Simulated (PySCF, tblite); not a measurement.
# C5H8O4Si: geometry, infrared bands and NMR shifts

What infrared bands and NMR shifts should C5H8O4Si (`O=C(O)C[SiH2][C@H]1OCC1=O`) show?

Programs: tblite 0.8.0 and PySCF 2.14.0, with density-fitted response routines of our own. Each step states its level of theory. These are calculated values for one molecule in the gas phase, unless marked as measured. Atoms are numbered from 0 throughout.

### 1 Starting geometry

18 atoms, charge 0, multiplicity 1; geometry from: force field or distance geometry start.

Bonds of the start (Å): O0–C1 1.27, C1–O2 1.40, C1–C3 1.49, C3–Si4 1.88, Si4–C5 1.87, C5–O6 1.39, O6–C7 1.40, C7–C8 1.49, C8–O9 1.20, C8–C5 1.48, O2–H10 0.99, C3–H11 1.12, C3–H12 1.12, Si4–H13 1.45, Si4–H14 1.47, C5–H15 1.07, C7–H16 1.11, C7–H17 1.09.

### 2 Geometry optimisation with GFN2-xTB

What the job is given:

```
{"job": {"kind": "relax", "xc": "GFN2-xTB", "basis": "xTB"}, "charge": 0, "multiplicity": 1}
O      3.329600    -0.812300    -1.282800
C      2.824200    -0.207900    -0.283300
O      3.629400     0.771300     0.309100
C      1.475900    -0.561800     0.242100
Si     0.153900     0.673100    -0.258500
C     -1.266800    -0.371400    -0.886700
O     -1.753700    -1.086700     0.207500
C     -2.840600    -0.212200     0.320900
C     -2.533200     0.381000    -1.006100
O     -3.134700     1.124000    -1.727500
H      4.508400     0.954500    -0.110500
H      1.479200    -0.639600     1.364200
H      1.211000    -1.597900    -0.097500
H     -0.278000     1.347100     0.949400
H      0.690500     1.614600    -1.255100
H     -0.995600    -0.990400    -1.720100
H     -3.773400    -0.811800     0.324700
H     -2.735100     0.432600     1.194900
```

On the command line:

```sh
$ OMP_NUM_THREADS=1 python probes_run.py task.json out
```

One launch serves the whole session: the jobs run in the order shown.

**Question.** This job is followed by: GFN2-xTB harmonic vibrations, gas phase; GIAO PBE0/pcSseg-1 NMR shielding, non-relativistic, gas phase. Predict these results of the whole session: strongest single infrared mode (GFN2-xTB); zero-point energy (GFN2-xTB); ¹³C shifts against TMS (PBE0/pcSseg-1); ¹H shifts against TMS (PBE0/pcSseg-1); ¹⁷O shifts against H2O (PBE0/pcSseg-1); ²⁹Si shifts against TMS (PBE0/pcSseg-1).

As calculated:

| quantity | value |
| --- | --- |
| strongest single infrared mode (GFN2-xTB) | 1860 cm⁻¹, 602 km/mol |
| zero-point energy (GFN2-xTB) | 76.9 kcal/mol |
| ¹³C shifts against TMS (PBE0/pcSseg-1) | 210.2, 176.1, 100.3, 92.8, 20.3 ppm |
| ¹H shifts against TMS (PBE0/pcSseg-1) | 5.91, 5.91, 5.60, 5.56, 4.45, 4.41, 2.70, 1.93 ppm |
| ¹⁷O shifts against H2O (PBE0/pcSseg-1) | 641.1, 445.3, 212.6, -15.5 ppm |
| ²⁹Si shifts against TMS (PBE0/pcSseg-1) | -35.2 ppm |

What this shows: Over 172 steps the energy fell by 0.819 eV; of the close pairs, O0–C1 changed most, 1.273 to 1.202 Å. All 48 modes are real, so the xTB geometry is a minimum. The strongest single mode, at 1860 cm⁻¹, moves mainly C8 and O9. GFN2-xTB is a fitted tight-binding method: band positions and strengths are rough. Its intensities can rank the bands wrongly. The most deshielded carbon is C8 (ketone carbonyl carbon), at 210.2 ppm: low-lying n→π* states of the double bond to the heteroatom give a large paramagnetic term (-278 ppm). H15 (hydrogen on an sp3 CH bonded to O and Si, α to a carbonyl) lies farthest downfield among hydrogen, at 5.91 ppm; its carbon carries O, which withdraws density. At PBE0/pcSseg-1: The largest span, 1155 ppm, is at O9, where the paramagnetic term is -701 ppm.
